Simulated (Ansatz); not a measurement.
# C2H7SSi radical: one species, many methods

One table from this session's results is given with a row withheld; the runs are named, their logs left out.

Method: functionals in def2-TZVPP, the program's frozen cores in correlated methods; program: Ansatz 0.2.0, Gaussian basis.

Levels to be run: LDA (SPW92), PBE-D4, revPBE-D4, BLYP-D4, r2SCAN-D4, B97M-V, PBE0-D4, B3LYP-D4, r2SCANh-D4, r2SCAN0-D4, HSE06-D4, BHLYP-D4, CAM-B3LYP-D4, LC-ωPBE, ωB97X-V, ωB97M-V, B2PLYP, PBE-QIDH; CCSD(T)/def2-SVP; CCSD(T)/def2-TZVPP; MP2/def2-QZVPP; extrapolation to the limit; RPA on PBE.

## The relaxed structure

All runs share one geometry, relaxed beforehand with PBE0-D4 in a triple-zeta def2 set.

SMILES `C[Si](C)S`, 11 atoms, charge 0, spin multiplicity 2.

Atoms are counted from 1 here; the program's logs count them from 0.

Bond lengths: C1–Si2 1.874 Å, C1–H5 1.092 Å, C1–H6 1.095 Å, C1–H7 1.093 Å, Si2–C3 1.878 Å, Si2–S4 2.149 Å, C3–H8 1.092 Å, C3–H9 1.093 Å, C3–H10 1.095 Å, S4–H11 1.343 Å. Angles: Si2–C1–H5 111.2°, Si2–C1–H6 110.6°, Si2–C1–H7 110.2°, H5–C1–H6 108.4°, H5–C1–H7 108.2°, H6–C1–H7 108.2°, C1–Si2–C3 111.5°, C1–Si2–S4 105.3°, C3–Si2–S4 111.4°, Si2–C3–H8 111.4°, Si2–C3–H9 110.2°, Si2–C3–H10 110.1°, H8–C3–H9 108.1°, H8–C3–H10 108.4°, H9–C3–H10 108.7°, Si2–S4–H11 95.0°.

The first run:

in.yaml reads:

```yaml
crystal:
  periodic: [false, false, false]
  atoms:
    - {symbol: C, position_ang: [-0.003239, 1.519923, -0.793617]}
    - {symbol: Si, position_ang: [0.199091, -0.330992, -0.578789]}
    - {symbol: C, position_ang: [0.690088, -0.770703, 1.179885]}
    - {symbol: S, position_ang: [-1.709668, -1.173074, -1.092274]}
    - {symbol: H, position_ang: [-0.309760, 1.767377, -1.811568]}
    - {symbol: H, position_ang: [-0.757499, 1.907967, -0.101548]}
    - {symbol: H, position_ang: [0.941729, 2.028739, -0.588759]}
    - {symbol: H, position_ang: [0.768812, -1.851224, 1.312901]}
    - {symbol: H, position_ang: [1.658915, -0.326517, 1.422810]}
    - {symbol: H, position_ang: [-0.056073, -0.390068, 1.884365]}
    - {symbol: H, position_ang: [-1.357096, -2.438527, -0.812808]}
basis:
  gaussian: {orbitals: def2-TZVPP}
magnetization: {spin_polarized: true, initial_magnetization: 1}
hamiltonian: {xc: lda}
output: {orbitals: {seedname: orbitals}}
```

The run is started by

```console
$ ansatz run in.yaml --threads 4 --pin off --events-out ev --progress --plain --max-ram 10444MiB
```

Among the steps run: LDA; PBE-D4 (GGA); revPBE-D4 (GGA); BLYP-D4 (GGA); r2SCAN-D4 (meta-GGA); B97M-V (meta-GGA); B3LYP-D4 (hybrid); r2SCANh-D4 (hybrid); r2SCAN0-D4 (hybrid); HSE06-D4 (hybrid); BHLYP-D4 (hybrid); CAM-B3LYP-D4 (range-separated); LC-ωPBE (range-separated); ωB97X-V (range-separated); ωB97M-V (range-separated); B2PLYP (double hybrid); PBE-QIDH (double hybrid).

One table of the session follows, with a row left open; its other results are not shown here.

It belongs to the step «Orbital energies across the functionals». 

| functional | HOMO (eV) | LUMO (eV) | gap (eV) |
| --- | --- | --- | --- |
| LDA (SPW92) | -4.25 | -3.16 | 1.10 |
| PBE-D4 | -4.29 | -2.75 | 1.54 |
| revPBE-D4 | -4.28 | -2.62 | 1.66 |
| BLYP-D4 | -4.10 | -2.79 | 1.30 |
| r2SCAN-D4 | -4.62 | -2.30 | 2.32 |
| B97M-V | ? | ? | ? |
| PBE0-D4 | -5.40 | -1.87 | 3.53 |
| B3LYP-D4 | -5.14 | -2.27 | 2.87 |
| r2SCANh-D4 | -5.02 | -2.01 | 3.01 |
| r2SCAN0-D4 | -5.63 | -1.59 | 4.04 |
| HSE06-D4 | -5.00 | -2.25 | 2.76 |
| BHLYP-D4 | -6.34 | -1.11 | 5.23 |
| CAM-B3LYP-D4 | -6.60 | -1.02 | 5.58 |
| LC-ωPBE | -8.00 | 0.38 | 8.38 |
| ωB97X-V | -7.51 | -0.18 | 7.33 |
| ωB97M-V | -7.13 | -0.34 | 6.79 |

Estimate the missing values for B97M-V.

**Answer.** HOMO (eV): -4.32; LUMO (eV): -2.85; gap (eV): 1.47. In the column «HOMO (eV)» it lies between r2SCAN-D4 (-4.62) and PBE-D4 (-4.29).
